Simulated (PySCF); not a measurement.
# [Er(H2O)3]3+: other functionals and bases at one geometry

One table from this session's results is given with a row withheld; the runs are named, their logs left out.

Program: PySCF 2.14.0. Level of theory: several levels, as the steps say, no spin–orbit coupling. These are calculated values, not measurements.

3 further runs of the same task are left out: 2 for a known fault of the program, 1 that didn't finish.

## The starting structure

10 atoms, charge 3, spin multiplicity 1.

Bond lengths: Er1–O2 2.229 Å, Er1–O5 2.229 Å, Er1–O8 2.229 Å, O2–H3 0.999 Å, O2–H4 0.999 Å, O5–H6 0.999 Å, O5–H7 0.999 Å, O8–H9 0.999 Å, O8–H10 0.999 Å. Angles: O2–Er1–O5 120.0°, O2–Er1–O8 120.0°, O5–Er1–O8 120.0°, Er1–O2–H3 128.5°, Er1–O2–H4 128.5°, H3–O2–H4 102.9°, Er1–O5–H6 128.5°, Er1–O5–H7 128.5°, H6–O5–H7 102.9°, Er1–O8–H9 128.5°, Er1–O8–H10 128.5°, H9–O8–H10 102.9°.

Coordinates:

```
atom     x (Å)     y (Å)     z (Å)
 Er1   0.00000   0.00000   0.00000
  O2   2.22883   0.00001   0.00000
  H3   2.85118   0.75520   0.20021
  H4   2.85118  -0.75518  -0.20021
  O5  -1.11442   1.93022   0.00000
  H6  -2.07961   2.09159   0.20021
  H7  -0.77158   2.84679  -0.20021
  O8  -1.11441  -1.93023   0.00000
  H9  -0.77156  -2.84679   0.20021
 H10  -2.07960  -2.09161  -0.20021
```

Formal oxidation states: Er +3. Each metal's 11 4f electrons lie in its core potential, so multiplicities, spins and levels count the valence alone. An earlier session relaxed this geometry at TPSS, Er lcecp-1-SVP with ECP57, O def2-SVP, H def2-SVP (singlet, point group D3).

At TPSS on the finer grid: E = -266.289756 Eh, HOMO -23.64 eV, LUMO -17.79 eV, Mulliken charge on Er1 +1.87 e, largest force component 0.007 eV/Å. 

Levels to run: BLYP; revPBE; HF; PBE0; TPSS, TZVP. Hardware: 2 threads of Intel Xeon 6975P-C (Granite Rapids), shared host.

Set-up of the first run:

run.py (the lines that set the calculation)

```python
mol = gto.M(atom='''
Er     0.00000     0.00000     0.00000
O      2.22883     0.00001     0.00000
H      2.85118     0.75520     0.20021
H      2.85118    -0.75518    -0.20021
O     -1.11442     1.93022     0.00000
H     -2.07961     2.09159     0.20021
H     -0.77158     2.84679    -0.20021
O     -1.11441    -1.93023     0.00000
H     -0.77156    -2.84679     0.20021
H     -2.07960    -2.09161    -0.20021''',
    basis={'Er': 'lcecp-1-SVP', 'O': 'def2-SVP', 'H': 'def2-SVP'},
    ecp={'Er': 'lcecp-1-SVP'},
    charge=3, spin=0)
mf = dft.RKS(mol, xc='BLYP')
mf.grids.atom_grid = (75, 302)  # f atoms: unpruned, at least (60, 302)
mf = mf.density_fit()  # fitting sets: Er AutoAux, O def2-universal-JKFIT, H def2-universal-JKFIT
mf.conv_tol = 1e-08; mf.max_cycle = 55
mf.kernel(dm0)  # dm0: the density of the relaxed state
```

Launch:

```sh
$ OMP_NUM_THREADS=2 python run.py
```

Steps of the session up to this table: BLYP; revPBE; HF; PBE0; TPSS, TZVP.

One table of the session follows, with a row left open; its other results are not shown here.

```
              level  HOMO (eV)  gap (eV)  charge on Er1 (e)  largest force component (eV/Å)
TPSS (relaxed here)     -23.64      5.85               1.87                            0.01
               BLYP          ?         ?                  ?                               ?
             revPBE     -23.51      5.50               1.82                            0.08
                 HF     -30.18     16.26               2.25                            1.87
               PBE0     -25.41      8.24               1.95                            0.43
         TPSS, TZVP     -23.66      5.92               2.16                            0.37
```

Estimate the missing values for BLYP.

The run gave: HOMO (eV): -23.44; gap (eV): 5.31; charge on Er1 (e): 1.79; largest force component (eV/Å): 0.14. In the column «HOMO (eV)» it is the highest.

In one basis the HOMO–LUMO gap runs from 5.31 eV (BLYP) to 16.26 eV (HF). The largest leftover force, 1.87 eV/Å with HF, stands at a geometry relaxed at another level. With 4f in the core, its levels are missing from HOMO and gap, and its count is fixed, so no charge can pass from the ligands into it. Total energies of different levels can't be compared.
